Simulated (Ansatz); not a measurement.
This script makes vertical spin-state energies of C₂H₈SiSn, SMILES [SnH3][CH]1C[SiH2]1 with Ansatz 0.2.0 through its Python package.

Contents of `c2h8sisn.xyz`:
```text
12

Sn   -1.78000    0.07150    0.31500
C     0.19440    0.74140   -0.03580
C     1.18220   -0.05810    0.66670
Si    1.20500   -0.43250   -1.17370
H    -2.82160    0.61740   -1.06180
H    -2.42010    0.85430    1.78270
H    -1.84750   -1.62600    0.44410
H     0.49130    1.83340   -0.17660
H     2.11620    0.53400    1.03020
H     0.81280   -0.85850    1.35830
H     0.56680   -1.79380   -1.32330
H     2.37760    0.06180   -1.79190
```

`spin_c2h8sisn.py`
```python
# -*- coding: utf-8 -*-
import logging
import sys

import ansatz as az

logging.basicConfig(stream=sys.stdout, format="%(levelname)s %(message)s")
logger = logging.getLogger("calc")
logger.setLevel(logging.INFO)

BASIS_SET = "def2-TZVP"
XC = "hf"

geometry = az.Crystal.molecule_from_extxyz("c2h8sisn.xyz")

calculation = (
    geometry.calculation()
    .basis(gaussian=BASIS_SET)
    .functional(XC)
)
found = {}
for unpaired in [0, 2, 4]:
    summary = calculation.spin("collinear", total=unpaired).run(threads=1).report
    s = unpaired / 2
    found[unpaired] = summary["free_energy_ev"]
    logger.info(f"2S+1 = {unpaired + 1}: E = {found[unpaired]:.5f} eV, <S^2> = {abs(summary['mean_field']['state']['spin_squared']):.3f} (pure state {s * (s + 1):.2f})")
lowest = min(found, key=found.get)
for unpaired, e in found.items():
    logger.info(f"multiplicity {unpaired + 1}: {23.060548 * (e - found[lowest]):.1f} kcal/mol above the lowest")
```

Which spin state is lowest at this geometry, and how far above lie the others?

In order: multiplicity 1 (+0.00 eV), multiplicity 3 (+3.32 eV) and multiplicity 5 (+9.80 eV), all at the one geometry.

What the script printed:

```console
$ python spin_c2h8sisn.py
INFO 2S+1 = 1: E = -15853.40236 eV, <S^2> = 0.000 (pure state 0.00)
INFO 2S+1 = 3: E = -15850.08465 eV, <S^2> = 2.024 (pure state 2.00)
INFO 2S+1 = 5: E = -15843.60250 eV, <S^2> = 6.031 (pure state 6.00)
INFO multiplicity 1: 0.0 kcal/mol above the lowest
INFO multiplicity 3: 76.5 kcal/mol above the lowest
INFO multiplicity 5: 226.0 kcal/mol above the lowest
```

Caveats:
- Total energies depend on the basis set; only differences at equal settings carry meaning.
- The geometry is a force-field or estimated start, not a minimum of this method, and the basis set is short of its limit. All parts are taken at fixed geometry, without zero-point energy.
- def2 sets replace the cores of elements past krypton by effective core potentials.
- Hartree-Fock leaves correlation out, so it favours high-spin states too much.
- Spin-orbit coupling, which mixes and shifts the spin states of heavy atoms, is left out.
- The whole script took 3 min on 1 thread of Arm Neoverse V1 (shared host), peak memory 0.94 GiB.

(A comment or docstring line of the script was reworded after the run, the code is as it ran; lines on the test bed's own set-up are left out of the output.)
